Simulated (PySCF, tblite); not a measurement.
# AlH9O3S2Si2, a fragment of a glass network (chain of 3): NMR shifts, core binding energies and electronic excitations, part 2 of 2

tblite 0.8.0 and PySCF 2.14.0. Atoms count from 0, parts from 1.

## Step 5: Core-electron binding energies: SCAN, X2C

Job settings and geometry (Å):

```
{"job": {"kind": "xps", "holes": 5}, "charge": 0, "multiplicity": 1}
O     -0.656622     0.790024    -0.599514
Al     0.190317     1.684935     0.632158
O      0.733857     3.207322     0.066887
O     -0.236049     1.395435     2.278080
S      2.111148     0.148891     0.747825
Si     0.797186    -1.631005     0.615768
S      0.730333    -2.320214    -1.380361
Si    -1.212501    -1.629153    -2.068471
H     -0.718528     1.237315    -1.448390
H      1.086131     3.892546     0.635077
H     -1.070868     1.695531     2.641876
H      2.147291     0.160923     2.102508
H      1.537046    -2.639970     1.422471
H     -0.525517    -1.314722     1.203636
H     -2.180794    -1.513424    -0.949050
H     -1.116071    -0.411809    -2.917273
H     -1.626103    -2.752962    -2.963299
```

With the program's defaults for keys left out, this is: delta-SCF UKS SCAN, pcX-2 on the ionised atom, pcseg-1 elsewhere, spin-free X2C.

The log of the run:

```text
ground state, core basis on atom 0 (O), 208 functions
  cycle   1  E = -1852.26233916  |g| = 1.37e+00
  cycle   2  E = -1851.04249808  |g| = 2.76e+00
  cycle   3  E = -1852.60091809  |g| = 2.48e-01
  cycle   4  E = -1852.60686276  |g| = 2.05e-01
  cycle   5  E = -1852.61547805  |g| = 3.34e-02
  cycle   6  E = -1852.61565996  |g| = 1.61e-02
  cycle   7  E = -1852.61572561  |g| = 4.39e-03
  cycle   8  E = -1852.61573040  |g| = 1.54e-03
  cycle   9  E = -1852.61573543  |g| = 4.35e-04
  E(ground) = -1852.74592473 Eh
hole in O 1s of atom 0
  cycle   1  E = -1832.04107971  |g| = 2.22e+00
  cycle   2  E = -1830.16495552  |g| = 2.51e+00
  cycle   3  E = -1832.54227767  |g| = 7.18e-01
  cycle   4  E = -1832.74692575  |g| = 4.19e-01
  cycle   5  E = -1832.85231141  |g| = 1.31e-01
  cycle   6  E = -1832.86212393  |g| = 4.06e-02
  cycle   7  E = -1832.86296396  |g| = 1.65e-02
  cycle   8  E = -1832.86308213  |g| = 6.45e-03
  cycle   9  E = -1832.86310115  |g| = 1.92e-03
  cycle  10  E = -1832.86310362  |g| = 8.09e-04
  cycle  11  E = -1832.86310297  |g| = 2.63e-04
  E(ion) = -1832.99421720 Eh   <S^2> = 0.7617   hole on atom = 1.000   binding energy = 537.471 eV
ground state, core basis on atom 1 (Al), 219 functions
  cycle   1  E = -1852.66862203  |g| = 2.49e-01
  cycle   2  E = -1852.66773542  |g| = 1.05e-01
  cycle   3  E = -1852.66689118  |g| = 1.19e-01
  cycle   4  E = -1852.66950110  |g| = 1.92e-02
  cycle   5  E = -1852.66956430  |g| = 2.60e-03
  cycle   6  E = -1852.66956590  |g| = 5.84e-04
  cycle   7  E = -1852.66956256  |g| = 2.11e-04
  E(ground) = -1852.76649823 Eh
hole in Al 2p of atom 1
  cycle   1  E = -1849.44275755  |g| = 1.09e+00
  cycle   2  E = -1849.37387071  |g| = 9.86e-01
  cycle   3  E = -1849.66964481  |g| = 3.08e-01
  cycle   4  E = -1849.71359256  |g| = 9.37e-02
  cycle   5  E = -1849.71567519  |g| = 4.66e-02
  cycle   6  E = -1849.71665009  |g| = 1.26e-02
  cycle   7  E = -1849.71672653  |g| = 5.49e-03
  cycle   8  E = -1849.71674360  |g| = 1.70e-03
  cycle   9  E = -1849.71674630  |g| = 6.02e-04
  cycle  10  E = -1849.71674488  |g| = 1.79e-04
  E(ion) = -1849.81889751 Eh   <S^2> = 0.7519   hole on atom = 1.003   binding energy = 80.208 eV
  2p3/2 = 79.866 eV   2p1/2 = 80.352 eV
ground state, core basis on atom 2 (O), 208 functions
  cycle   1  E = -1852.61611439  |g| = 9.84e-02
  cycle   2  E = -1852.61559363  |g| = 6.65e-02
  cycle   3  E = -1852.61569587  |g| = 6.22e-02
  cycle   4  E = -1852.61636104  |g| = 2.98e-03
  cycle   5  E = -1852.61636491  |g| = 8.45e-04
  cycle   6  E = -1852.61636364  |g| = 2.76e-04
  E(ground) = -1852.74744692 Eh
hole in O 1s of atom 2
  cycle   1  E = -1832.05248071  |g| = 2.22e+00
  cycle   2  E = -1829.92971853  |g| = 2.49e+00
  cycle   3  E = -1832.48558495  |g| = 7.77e-01
  cycle   4  E = -1832.77255803  |g| = 3.90e-01
  cycle   5  E = -1832.85573938  |g| = 1.34e-01
  cycle   6  E = -1832.86492655  |g| = 5.22e-02
  cycle   7  E = -1832.86635961  |g| = 1.53e-02
  cycle   8  E = -1832.86645565  |g| = 7.23e-03
  cycle   9  E = -1832.86647898  |g| = 2.12e-03
  cycle  10  E = -1832.86648424  |g| = 9.36e-04
  cycle  11  E = -1832.86648425  |g| = 2.83e-04
  E(ion) = -1832.99952557 Eh   <S^2> = 0.7616   hole on atom = 1.000   binding energy = 537.368 eV
ground state, core basis on atom 4 (S), 219 functions
  cycle   1  E = -1852.73020805  |g| = 4.08e-01
  cycle   2  E = -1852.72868129  |g| = 1.11e-01
  cycle   3  E = -1852.72483240  |g| = 1.79e-01
  cycle   4  E = -1852.73112586  |g| = 1.16e-02
  cycle   5  E = -1852.73115585  |g| = 4.88e-03
  cycle   6  E = -1852.73115758  |g| = 9.19e-04
  cycle   7  E = -1852.73115890  |g| = 2.18e-04
  E(ground) = -1852.85116338 Eh
hole in S 2p of atom 4
  cycle   1  E = -1846.00971852  |g| = 1.53e+00
  cycle   2  E = -1843.30511458  |g| = 2.18e+00
  cycle   3  E = -1846.05951087  |g| = 7.41e-01
  cycle   4  E = -1846.42874820  |g| = 2.56e-01
  cycle   5  E = -1846.44763625  |g| = 1.62e-01
  cycle   6  E = -1846.45834104  |g| = 5.29e-02
  cycle   7  E = -1846.45945397  |g| = 1.89e-02
  cycle   8  E = -1846.45963883  |g| = 5.27e-03
  cycle   9  E = -1846.45965438  |g| = 1.80e-03
  cycle  10  E = -1846.45965420  |g| = 5.41e-04
  cycle  11  E = -1846.45965520  |g| = 2.99e-04
  E(ion) = -1846.58546141 Eh   <S^2> = 0.7530   hole on atom = 1.001   binding energy = 170.498 eV
  2p3/2 = 170.210 eV   2p1/2 = 171.449 eV
ground state, core basis on atom 5 (Si), 219 functions
  cycle   1  E = -1852.67939482  |g| = 2.88e-01
  cycle   2  E = -1852.67933415  |g| = 4.51e-02
  cycle   3  E = -1852.67910790  |g| = 4.56e-02
  cycle   4  E = -1852.67966356  |g| = 9.19e-03
  cycle   5  E = -1852.67968976  |g| = 1.94e-03
  cycle   6  E = -1852.67969004  |g| = 2.60e-04
  E(ground) = -1852.77262186 Eh
hole in Si 2p of atom 5
  cycle   1  E = -1848.35720687  |g| = 1.24e+00
  cycle   2  E = -1842.09434224  |g| = 2.80e+00
  cycle   3  E = -1848.11755757  |g| = 1.14e+00
  cycle   4  E = -1848.66773125  |g| = 2.01e-01
  cycle   5  E = -1848.67408635  |g| = 2.01e-01
  cycle   6  E = -1848.69561774  |g| = 5.25e-02
  cycle   7  E = -1848.69707856  |g| = 1.82e-02
  cycle   8  E = -1848.69724726  |g| = 5.26e-03
  cycle   9  E = -1848.69726337  |g| = 1.59e-03
  cycle  10  E = -1848.69726560  |g| = 7.18e-04
  cycle  11  E = -1848.69726572  |g| = 2.53e-04
  E(ion) = -1848.80217990 Eh   <S^2> = 0.7524   hole on atom = 1.003   binding energy = 108.041 eV
  2p3/2 = 107.872 eV   2p1/2 = 108.499 eV
```

Run time: 88 s. Hardware: 1 thread of AMD EPYC 7R43, shared host; peak memory 1.1 GiB.

The holes in one table. −ε is the ground-state orbital energy:

```
       hole  stands for                 environment  ΔSCF (eV; 2p as the shell's mean)  −ε (eV)   ⟨S²⟩
  O1s on O0          O0      oxygen bonded to Al, H                             537.47    515.8  0.762
Al2p on Al1         Al1  aluminium bonded to 3 O, S                              80.03     70.1  0.752
  O1s on O2          O2      oxygen bonded to Al, H                             537.37    515.6  0.762
  S2p on S4          S4  sulfur bonded to Al, Si, H                             170.62    159.2  0.753
Si2p on Si5         Si5  silicon bonded to 2 S, 2 H                             108.08     97.7  0.752
```

With the spin-orbit splitting: Al1 2p3/2 79.87, 2p1/2 80.35 eV; S4 2p3/2 170.21, 2p1/2 171.45 eV; Si5 2p3/2 107.87, 2p1/2 108.50 eV. The table gives each 2p level as the mean over the whole 2p shell (two parts 2p3/2, one part 2p1/2), which differs a little from the single hole in the log.

## Step 6: TDDFT and polarisability: CAM-B3LYP/def2-SVPD

Settings changed since step 5:

```diff
@@ -1,2 +1,2 @@
-{"job": {"kind": "xps", "holes": 5}, "charge": 0, "multiplicity": 1}
+{"job": {"kind": "uv", "xc": "CAM-B3LYP", "basis": "def2-SVPD", "nstates": 6, "ntriplets": 2, "ip": true}, "charge": 0, "multiplicity": 1}
 O     -0.656622     0.790024    -0.599514
```

Method: TDDFT CAM-B3LYP/def2-SVPD, vertical, gas phase, core orbitals frozen in the response.

The log of the run:

```text
coarse grid: 16960 points
cycle   1  E = -1847.9123099961  dE =  4.964e-01  |g| = 1.245e+00  |ddm| = 5.254e+00
cycle   2  E = -1847.6800446526  dE =  2.323e-01  |g| = 1.705e+00  |ddm| = 6.623e+00
cycle   3  E = -1848.2282184043  dE = -5.482e-01  |g| = 8.145e-02  |ddm| = 3.801e+00
cycle   4  E = -1848.2296734411  dE = -1.455e-03  |g| = 3.889e-02  |ddm| = 2.944e-01
cycle   5  E = -1848.2301380152  dE = -4.646e-04  |g| = 8.815e-03  |ddm| = 1.113e-01
cycle   6  E = -1848.2301578433  dE = -1.983e-05  |g| = 3.867e-03  |ddm| = 2.362e-02
cycle   7  E = -1848.2301607716  dE = -2.928e-06  |g| = 1.135e-03  |ddm| = 6.584e-03
final grid: 141208 points
cycle   8  E = -1848.4591036435  dE = -2.564e-05  |g| = 1.817e-03  |ddm| = 6.750e-02
cycle   9  E = -1848.4591037000  dE = -5.656e-08  |g| = 2.055e-03  |ddm| = 7.984e-03
cycle  10  E = -1848.4591044545  dE = -7.545e-07  |g| = 2.756e-04  |ddm| = 2.509e-03
cycle  11  E = -1848.4591044731  dE = -1.858e-08  |g| = 7.349e-05  |ddm| = 8.008e-04
cycle  12  E = -1848.4591044748  dE = -1.700e-09  |g| = 1.884e-05  |ddm| = 1.989e-04
cycle  13  E = -1848.4591044749  dE = -1.264e-10  |g| = 7.109e-06  |ddm| = 5.712e-05
converged SCF energy = -1848.4591044749

Static polarisability (au): isotropic 129.676, principal 110.108 129.356 149.564

Singlet excitations
state   eV       nm        f      main configurations
  1   6.2143    199.5   0.01625   H->L+2 0.81
  2   6.3191    196.2   0.01199   H->L+3 0.61, H->L+1 0.17
  3   6.5265    190.0   0.03276   H->L+1 0.59, H->L+3 0.11, H->L+2 0.09
  4   6.8546    180.9   0.03980   H->L 0.38, H-1->L+1 0.22, H->L+4 0.11
  5   6.9541    178.3   0.01031   H-1->L+1 0.41, H->L 0.15, H->L+1 0.09
  6   7.1006    174.6   0.03170   H-2->L 0.60, H-1->L 0.15

Triplet excitations (Tamm-Dancoff, eV): 5.7377 5.9784
Vertical ionisation energy (delta-SCF) = 9.6542 eV
```

Wall time 10 min (1 thread of AMD EPYC 7R43, shared host); peak memory 1.8 GiB.

The orbitals next to the gap, with their largest atomic shares:

```
orbital      eV                        atoms
 HOMO−3  -10.15    O2 34 %, S6 19 %, O3 16 %
 HOMO−2   -9.96     O2 39 %, O3 34 %, O0 8 %
 HOMO−1   -9.86    S4 32 %, O0 23 %, O2 12 %
   HOMO   -8.99    S6 66 %, Si7 9 %, Si5 8 %
   LUMO    0.18   Al1 37 %, S4 17 %, Si5 7 %
 LUMO+1    0.43   S4 30 %, Si5 23 %, S6 10 %
 LUMO+2    0.53  S6 24 %, Si7 23 %, Si5 14 %
```

With each of the 6 states as a Gaussian band of 0.4 eV half-width at 1/e, the curve within the window shown has maxima at 182 nm (ε 3,700) L/(mol cm). Beyond the last state computed it falls off for lack of states. The curve at chosen wavelengths:

nm, ε (L/mol/cm) and a bar:
```
      168       1113 ########
      170       1615 #############
      172       2160 #################
      174       2684 ######################
      176       3129 #########################
      179       3562 #############################
      181       3683 ##############################
      183       3690 ##############################
      185       3613 #############################
      187       3480 ############################
      189       3312 ###########################
      191       3117 #########################
      193       2901 #######################
      196       2533 ####################
      198       2262 ##################
      200       1977 ################
      202       1688 #############
      204       1406 ###########
      206       1140 #########
      208        901 #######
      210        693 #####
      213        446 ###
      215        322 ##
      217        227 #
      219        156 
      221        105
```

Ground-state properties from the same run:

```
           property  computed
  dipole moment (D)      1.62
polarisability (Å³)     19.22
 HOMO–LUMO gap (eV)      9.18
      −ε(HOMO) (eV)      8.99
```

## Step 7: Results

The summary covers parts 1 to 2.

| quantity | value |
| --- | --- |
| point group | C1 |
| rotational constants (main isotopes) | 1.25, 0.56, 0.46 GHz |
| $^{1}$H shifts against TMS (PBE0/pcSseg-1) | 5.96, 5.61, 4.87, 4.80, 4.58, 2.12, 0.88, 0.52, 0.48 ppm |
| $^{17}$O shifts against H2O (PBE0/pcSseg-1) | 51.3, 28.1, 22.6 ppm |
| $^{27}$Al shifts against AlH4- (PBE0/pcSseg-1) | 7.6 ppm |
| $^{33}$S shifts against CS2 (PBE0/pcSseg-1) | -186, -293 ppm |
| $^{29}$Si shifts against TMS (PBE0/pcSseg-1) | 4.9, -39.3 ppm |
| potential on the surface of density 0.002 e/bohr³, 1st and 99th percentile | -1.64 V and 1.83 V |
| O1s binding energies, SCAN/pcX-2 (standing for 2 of 3 atoms) | O0 537.47, O2 537.37 eV |
| Al2p binding energies, SCAN/pcX-2 | Al1 80.03 eV |
| S2p binding energies, SCAN/pcX-2 (standing for 1 of 2 atoms) | S4 170.62 eV |
| Si2p binding energies, SCAN/pcX-2 (standing for 1 of 2 atoms) | Si5 108.08 eV |
| lowest singlet (CAM-B3LYP/def2-SVPD) | 6.21 eV (200 nm), f = 0.016 |
| brightest single state of those computed | state 4, 6.85 eV, f = 0.040 |
| lowest triplet | 5.74 eV |
| vertical ionisation energy (ΔSCF) | 9.65 eV |

**Reading.** The start of the PBE0/def2-SVP relaxation was shaken at random by about 0.01 Å, so part of the energy gained, and of the first lengths quoted, undoes that. Relaxing lowered the energy by 0.619 eV in 25 steps; the close pair that moved most is Al1–O3, from 1.632 to 1.725 Å (PBE0/def2-SVP). The frame itself reshapes: O0···Si7 goes from 2.17 to 2.88 Å. Hydrogens of an XH3 group are listed apart at this fixed geometry; free rotation makes them one line at their mean. At PBE0/pcSseg-1: The widest tensor belongs to S4: span 194 ppm, with a paramagnetic part of -379 ppm. At PBE0/pcSseg-1, counted by nearest atom on the grid, the HOMO lies on S6 72 %; H15 6 %, the LUMO on Si5 23 %; S4 20 %. At SCAN/pcX-2: O0 (oxygen bonded to Al, H) binds its O1s electron 0.10 eV more tightly than O2 (oxygen bonded to Al, H). Only 2 of the 3 O atoms are covered by sound results. The first singlet state (HOMO→LUMO+2 0.81) lies at 6.21 eV and is weak; of the 6 states computed, the strongest absorption comes from state 4 at 6.85 eV (the last state computed absorbs too, and its partners may lie past the list). The lowest triplet lies 0.48 eV below the lowest singlet (triplets in Tamm-Dancoff, singlets in full TDDFT). The orbital energy would give 8.99 eV for ionisation, ΔSCF gives 9.65 eV. A capped cluster stands for the solid here, so long-range fields and strain are missing, and bands or shifts of the capping hydrogens have no counterpart in it.
